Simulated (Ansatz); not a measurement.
# GeCN2 (R-3m) in Ansatz: notebook, part 2 of 2

Ansatz 0.2.0. The steps go on from the part before.

### 10 Born charges and dielectric tensor, PBE

input.yaml

```yaml
crystal:
  lattice:
    - [1.7937903697, 1.0356453528, 4.9219572124]
    - [-1.7937903697, 1.0356453528, 4.9219572124]
    - [0.0, -2.0712907056, 4.9219572124]
  atoms:
    - { symbol: Ge, position: [0.0, 0.0, 0.0] }
    - { symbol: "N", position: [0.5839044, 0.5839044, 0.5839044] }
    - { symbol: "N", position: [0.4160956, 0.4160956, 0.4160956] }
    - { symbol: C, position: [0.5, 0.5, 0.5] }
hamiltonian:
  xc: pbe
  pseudopotentials: { kind: paw }
kpoints:
  mp_grid: { grid: [8, 8, 8] }
scf:
  occupations: { method: fixed }
output:
  eigenvalues: true
dielectric:
  method: response
```

Potentials or basis: Ansatz PAW.

Started as:

```
$ ansatz run input.yaml --threads 2 --pin off --max-ram 5632MiB --backend cpu --events-out ev --progress --plain --runs-dir out
```

Log:

```text
Warning: RAYON_NUM_THREADS=2 ignored (pool sized by the plan → 2); use --threads N
Engine: ansatz 0.2.0, x86_64-unknown-linux-gnu
Pseudopotentials: kind: paw
Pseudopotential: Ge, paw, valence charge 14, recommended cutoff 420 eV (normal), Ge.paw.azcp
Pseudopotential: N, paw, valence charge 5, recommended cutoff 420 eV (normal), N.paw.azcp
Pseudopotential: C, paw, valence charge 4, recommended cutoff 420 eV (normal), C.paw.azcp
Functional definition: PBE
  parameter kappa = 0.804
  parameter beta = 0.06672455060314922
  exchange = pbe_x(kappa = kappa, mu = beta*pi^2/3)
  correlation = pbe_c(beta = beta)
Crystal: 4 atoms, lattice volume = 54.862 Å³
Basis set: ecut = 420 eV, 1037 PW (Γ), exchange–correlation on 72×72×72 points (8 copies of the dense FFT grid, shifted against one another)
Bands: 18, of which v1, the nominal top of the filled ones, is band 14 counted from 1 (13 counted from 0)
Symmetry: 12 space group operations
k-points: 150 of 512 (irreducible under 2 space group operations, time reversal used)
Non-local potential: Ge, projectors of the file, l = 0: 2, l = 1: 2, l = 2: 3, l = 3: 1
Non-local potential: N, projectors of the file, l = 0: 2, l = 1: 2, l = 2: 1
Non-local potential: C, projectors of the file, l = 0: 2, l = 1: 2, l = 2: 1
PAW form: soft (Blöchl's): semilocal exchange-correlation on the pseudo side does not see the compensation charge
PAW one-centre angular grid: Ge, 590 points (default); XC on 64 Gauss nodes
PAW one-centre angular grid: N, 110 points (default); XC on 64 Gauss nodes
PAW one-centre angular grid: C, 110 points (default); XC on 64 Gauss nodes
Initial density: superposition of atomic densities (neutral atoms: chi_scale 0, normalization atom), corrected by the library's trained network
Initial wavefunctions: pseudopotential atomic-orbital guess
Functional: x = pbe(κ = 0.804, μ = 0.2195149727645171), c = pbe(β = 0.06672455060314922)
SCF iter   1: F=—  HF=-5312.609386 eV  |F-HF|=—  |Δ(HF+E_count)|=         —  Δρ=2.29e-3  dr2=2.77e-3  ethr=1.77e-3  ⟨swp⟩=4.0  Hψ=11338  notcnv=0  defer=157
preconditioner: auto → none  [insulator: Δε(μ)=1.038 eV  Ē_g=18.030 eV  n_scr=14 (ndim 8)  ℏωp=26.5 eV  f_vac=0.084  ε∞_Penn≈3.2]
SCF iter   2: F=—  HF=-5312.611487 eV  |F-HF|=—  |Δ(HF+E_count)|=   2.10e-3  Δρ=1.20e-3  dr2=7.44e-4  ethr=9.88e-6  ⟨swp⟩=2.0  Hψ=5105  notcnv=0  defer=297
SCF iter   3: F=—  HF=-5312.611821 eV  |F-HF|=—  |Δ(HF+E_count)|=   3.34e-4  Δρ=6.39e-4  dr2=1.10e-4  ethr=2.66e-6  ⟨swp⟩=2.0  Hψ=3996  notcnv=0  defer=296
SCF iter   4: F=—  HF=-5312.612191 eV  |F-HF|=—  |Δ(HF+E_count)|=   3.69e-4  Δρ=3.53e-4  dr2=5.56e-5  ethr=3.92e-7  ⟨swp⟩=2.0  Hψ=4325  notcnv=0  defer=267
SCF iter   5: F=—  HF=-5312.612212 eV  |F-HF|=—  |Δ(HF+E_count)|=   2.14e-5  Δρ=6.51e-5  dr2=1.44e-6  ethr=1.99e-7  ⟨swp⟩=2.0  Hψ=4045  notcnv=0  defer=9
SCF iter   6: F=—  HF=-5312.612215 eV  |F-HF|=—  |Δ(HF+E_count)|=   3.48e-6  Δρ=1.64e-5  dr2=7.72e-8  ethr=5.15e-9  ⟨swp⟩=2.0  Hψ=4800  notcnv=0
SCF iter   7: F=—  HF=-5312.612215 eV  |F-HF|=—  |Δ(HF+E_count)|=   1.16e-7  Δρ=5.98e-6  dr2=7.23e-9  ethr=2.76e-10  ⟨swp⟩=2.0  Hψ=4800  notcnv=0
SCF iter   8: F=—  HF=-5312.612215 eV  |F-HF|=—  |Δ(HF+E_count)|=   3.07e-8  Δρ=1.05e-6  dr2=3.01e-10  ethr=2.58e-11  ⟨swp⟩=2.0  Hψ=4800  notcnv=0
[... 21 lines left out ...]
Internal energy: -5312.612215 eV  (E = F + TS)
E sigma→0 (E₀):  -5312.612215 eV
Fermi energy:    6.214573 eV
--- Per-component energies (eV) ---
  E_band       = -218.368952
  E_kinetic    = 455.779565
  E_local      = -3197.682756  (includes V_loc(G=0)·N_el)
  E_nonlocal   = 532.265551
  E_hartree    = 1303.207293
  E_xc         = -240.520983
  E_vxc        = -271.848727  (∫ρ·V_xc dr)
  E_paw        = -2365.834943  (= ΣΔE_a)
  E_vpaw       = -343.297620  (= ΣTr[D̂ρ^β])
  E_aug_tail   = 0.000462  (compensation charges beyond the density's cutoff)
  E_ewald      = -1799.826404
  E_smearing   = -0.000000  (= −TS)
  E_closure    = -0.000000  (closes the sum)
  Σ components = -5312.612215   (vs F -5312.612215, Δ=0.00e0)
--- Band table (eV; the first three rows and the last of 150) ---
  k-point 0: bands = ["-18.5729", "-18.5698", "-18.5698", "-18.5590", "-18.5590", "-13.0341", "-10.8882", "-4.4815", "0.7430", "1.0042", "1.0042", "4.0434", "4.3023", "4.3023", "8.7027", "9.4521", "9.4521", "11.2790"]
  k-point 1: bands = ["-18.5722", "-18.5699", "-18.5674", "-18.5611", "-18.5594", "-12.9853", "-10.8702", "-4.3384", "0.5879", "0.7740", "0.9761", "3.8235", "4.0378", "4.0705", "8.9145", "9.4132", "9.7423", "12.0498"]
  k-point 2: bands = ["-18.5751", "-18.5667", "-18.5649", "-18.5616", "-18.5602", "-12.8639", "-10.8263", "-3.9249", "-0.2724", "0.7684", "0.9153", "3.0018", "3.5820", "3.6963", "8.8982", "10.2844", "10.4051", "12.1710"]
  k-point 149: bands = ["-18.5727", "-18.5698", "-18.5698", "-18.5591", "-18.5591", "-12.8423", "-11.2681", "-3.6487", "-0.4878", "1.0090", "1.0090", "4.2079", "4.2079", "5.0461", "7.2559", "10.9785", "10.9785", "11.1760"]
--- Dielectric response (ions clamped): 3 representative field directions + reference, inside a basis on a mesh of 1728 k-points (Σ response iterations 15) ---
  ε∞ (high-frequency dielectric tensor):
        6.089898     0.000000     0.000000
        0.000000     6.089898    -0.000000
        0.000000    -0.000000    15.633518
  Born effective charges Z* (e; rows j = field, columns β = displacement):
    site 0:
         4.15161    0.00000    0.00000
         0.00000    4.15161   -0.00000
         0.00000    0.00000    4.52941
    site 1:
        -1.54198   -0.00000   -0.00000
        -0.00000   -1.54198    0.00000
        -0.00000    0.00000   -7.40046
    site 2:
        -1.54198   -0.00000   -0.00000
        -0.00000   -1.54198    0.00000
        -0.00000    0.00000   -7.40046
    site 3:
        -1.06765   -0.00000    0.00000
        -0.00000   -1.06765   -0.00000
         0.00000   -0.00000   10.27151
  Z* charge neutrality: 2.565e-3 e pre-enforcement
  solved inside a basis spanned on kpoints, on 12×12×12 k-points, its susceptibility summed on 14×14×14: ε∞ is read to err by 6.5e-2, Z* by 5.2e-2 e (field_mesh: kpoints solves on kpoints); Z* is corrected for what the basis lacks
```

Wall time 1.7 min (2 threads of Intel Xeon at 2.70GHz, shared host); peak memory 1.2 GiB.

Results:

| Quantity | Value |
| --- | --- |
| Free energy | -5312.6122 eV |
| Band gap on the k mesh | 1.04 eV, indirect (least direct gap 2.00 eV) |
| Electronic dielectric tensor (diagonal) | 6.09, 6.09, 15.63 |
| Born charges (mean of the diagonal) | Ge +4.28; N -3.49; C +2.71 e |

Electronic dielectric tensor:
```
 6.09  0.00  0.00
 0.00  6.09  0.00
 0.00  0.00 15.63
```

Born effective charge tensors (e):
atom 1, Ge
```
4.15 0.00 0.00
0.00 4.15 0.00
0.00 0.00 4.53
```
atom 2, N
```
-1.54  0.00  0.00
 0.00 -1.54  0.00
 0.00  0.00 -7.40
```
atom 3, N
```
-1.54  0.00  0.00
 0.00 -1.54  0.00
 0.00  0.00 -7.40
```
atom 4, C
```
-1.07  0.00  0.00
 0.00 -1.07  0.00
 0.00  0.00 10.27
```

A k mesh can miss the band edges. As with any semilocal functional, this PBE gap is likely too small.
